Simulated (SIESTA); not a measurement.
AlAg2:

```
Ag Al
1.0
     4.35529   -2.47023    0.00000
     4.35529    2.47023    0.00000
     0.00000    0.00000    4.58486
Ag Al
4 2
Direct
  0.52434 0.15366 0.75000
  0.84634 0.47566 0.75000
  0.15366 0.52434 0.25000
  0.47566 0.84634 0.25000
  0.17753 0.82247 0.75000
  0.82247 0.17753 0.25000
```

The cell comes from a database or a generator and needn't be the stable form of this composition.

| Quantity | Value |
| --- | --- |
| Program | SIESTA 5.4.2 |
| Task | single point |
| Functional | PBEsol |
| Potentials or basis | PseudoDojo 0.4 standard (PBEsol files) |
| Basis | DZP (energy shift 0.003 Ry; two zetas on semicore shells) |
| Grid cutoff | 800 Ry |
| Energy shift | 0.003 Ry |
| k mesh | 6 × 6 × 6 |
| Occupations | fermi-dirac, width 0.05 eV |
| Spin | no spin polarisation |

On this cell: pressure -2.2 GPa; largest force 0.144 eV/Å; band gap on the k mesh none (metal or under the smearing width).

The same run follows on a disturbed copy (atoms moved at random, drawn with an rms of 0.05 Å):

```
Ag Al
1.0
     4.35529   -2.47023    0.00000
     4.35529    2.47023    0.00000
     0.00000    0.00000    4.58486
Ag Al
4 2
Direct
  0.51463 0.16047 0.75523
  0.85673 0.47228 0.75002
  0.15158 0.52617 0.25457
  0.46606 0.84879 0.25643
  0.17790 0.84134 0.74864
  0.81033 0.18696 0.25109
```

Q: What does the disturbed cell give?

A: The energy (extrapolated to zero smearing) moves by +6.8 meV/atom; pressure -1.9 GPa; largest force 0.474 eV/Å; band gap on the k mesh none (metal or under the smearing width).

Forces on the atoms (eV/Å):
```
Ag   0.157 -0.207 -0.012
Ag  -0.089  0.452  0.113
Ag  -0.014  0.109 -0.111
Ag   0.304 -0.155 -0.145
Al  -0.327 -0.252  0.157
Al  -0.030  0.052 -0.002
```

Stress tensor (GPa, compression positive):
```
-1.85 -0.51 -0.14
-0.51 -1.81  0.06
-0.14  0.06 -2.10
```

Caveats: short orbitals over semicore shells can move pressures by several GPa; the basis of atomic orbitals isn't converged, which shifts pressures, moduli and gaps.
